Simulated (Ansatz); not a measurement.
# Ta: a tetragonal deformation path

One table from this session's results is given with a row withheld; the runs are named, their logs left out.

Computed with Ansatz 0.2.0 (DFT PBEsol, scalar-relativistic, plane waves, PAW, unless a step's input says otherwise).

## The structure to begin with

Symmetry: Fm-3m, No. 225, cubic system. The conventional cell has a = 4.220 Å, b = 4.220 Å, c = 4.220 Å, α = 90.00°, β = 90.00°, γ = 90.00°. Around Ta (site symmetry m-3m) lie 12 Ta at 2.98 Å.

As a file:

```
Ta
1.0
     0.00000    2.11000    2.11000
     2.11000    0.00000    2.11000
     2.11000    2.11000    0.00000
Ta
1
Cartesian
  0.0000 0.0000 0.0000
```

No relaxation comes first: the listed cell is the starting point.

Set-up of the first run:

Contents of input.yaml:

```yaml
crystal:
  lattice:
    - [0.0, 2.11, 2.11]
    - [2.11, 0.0, 2.11]
    - [2.11, 2.11, 0.0]
  atoms:
    - { symbol: Ta, position: [0.0, 0.0, 0.0] }
basis:
  ecutwfc: 420
kpoints:
  mp_grid: { grid: [22, 22, 22] }
hamiltonian:
  xc: pbesol
scf:
  occupations: { method: gaussian, width: 0.15 }
output:
  forces: true
  stress: true
  eigenvalues: true
```

Launch:

```bash
$ ansatz run input.yaml --threads 1 --pin off --max-ram 1228MiB --backend cpu --events-out ev --progress --plain --runs-dir out
```

Steps of the session up to this table: The undisturbed cell; ρ = 0.707; ρ = 1.414; Point ρ = 0.850; ρ = 1.200; ρ = 0.780; ρ = 1.300.

One of the session's tables, all rows but one given; the rest of the session is left out.

| ρ | ΔE (meV/atom) | pressure (GPa) |
| --- | --- | --- |
| 0.707 | -236.1 | -11.3 |
| 0.780 | ? | ? |
| 0.850 | -124.7 | -8.9 |
| 1.000 | 0.0 | -5.9 |
| 1.200 | -78.4 | -8.1 |
| 1.300 | -48.0 | -7.6 |
| 1.414 | 89.2 | -5.0 |

**Question.** Estimate the row for ρ = 0.780.

Worked estimate for «ΔE (meV/atom)». A straight line through the neighbours (0.707, -236.1) and (0.850, -124.7) gives -236.1 + (-124.7 + 236.1) × (0.780 − 0.707) / (0.850 − 0.707) = -179.2; a parabola fitted to 3 rows on both sides gives -180.1.

The run gave: ΔE (meV/atom): -201.9; pressure (GPa): -10.6. In «ΔE (meV/atom)» the line misses by +22.7 and the parabola by +21.8.
